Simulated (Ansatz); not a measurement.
# LiPb: an axial (c/a) deformation path

The task here is to estimate one member of a computed series from the others.

Computed with Ansatz 0.2.0 (DFT r2SCAN, scalar-relativistic, plane waves, PAW, unless a step's input says otherwise).

## The structure to begin with

It takes space group R-3m (No. 166, trigonal). Conventional cell: a = 4.987 Å, b = 4.987 Å, c = 6.188 Å, α = 90.00°, β = 90.00°, γ = 120.00°. Li (site symmetry -3m) is surrounded by 8 Pb at 3.06 to 3.09 Å. Around Pb (site symmetry -3m) lie 8 Li at 3.06 to 3.09 Å.

Coordinates:

```xyz
2
Lattice="2.4935 1.4396 2.0627 -2.4935 1.4396 2.0627 0.0000 -2.8792 2.0627" Properties=species:S:1:pos:R:3 pbc="T T T"
Li    0.0000    0.0000    3.0940
Pb    0.0000    0.0000    0.0000
```

The cell is taken as given, not relaxed at this level.

## Zero of energy

Reference values: F = -12126.6304 eV; pressure 0.03 GPa; largest force 0.000 eV/Å; gap on the mesh none (metal). It was computed beforehand with the settings of the runs below.

The first run:

At fixed volume and fractional coordinates, lengths along (0.000, 0.000, 1.000) are scaled against those across it; ρ is that ratio over its starting value.

The input, input.yaml:

```yaml
crystal:
  lattice:
    - [2.6323064429, 1.5197628334, 1.8508690899]
    - [-2.6323064429, 1.5197628334, 1.8508690899]
    - [0.0, -3.0395256668, 1.8508690898]
  atoms:
    - { symbol: Li, position: [0.5, 0.5, 0.5] }
    - { symbol: Pb, position: [0.0, 0.0, 0.0] }
basis:
  ecutwfc: 500
kpoints:
  mp_grid: { grid: [18, 18, 18] }
hamiltonian:
  xc: r2scan
scf:
  occupations: { method: gaussian, width: 0.15 }
output:
  forces: true
  stress: true
  eigenvalues: true
```

On the command line:

```
$ ansatz run input.yaml --threads 1 --pin off --max-ram 2560MiB --backend cpu --events-out ev --progress --plain --runs-dir out
```

Among the steps run: At ρ = 0.850; At ρ = 1.200; ρ = 0.920; At ρ = 1.100; ρ = 0.960; Point ρ = 1.050; ρ = 0.800; Point ρ = 1.300.

One of the session's tables, all rows but one given; the rest of the session is left out.

Collected from the runs (energy zero: the undisturbed cell):

```
    ρ  ΔE (meV/atom)  pressure (GPa)
0.800           96.6             1.3
0.850           42.9             0.6
0.920            7.9             0.1
0.960              ?               ?
1.000            0.0             0.0
1.050            4.9             0.1
1.100           14.9             0.1
1.200           47.4             0.4
1.300           90.5             0.7
```

Estimate the missing values for ρ = 0.960.

Worked estimate for «ΔE (meV/atom)». A straight line through the neighbours (0.920, 7.9) and (1.000, 0.0) gives 7.9 + (0.0 − 7.9) × (0.960 − 0.920) / (1.000 − 0.920) = 4.0; a parabola fitted to 4 rows on both sides gives 0.2.

As computed: ΔE (meV/atom): 0.9; pressure (GPa): 0.0. In «ΔE (meV/atom)» the line misses by +3.1 and the parabola by -0.7.
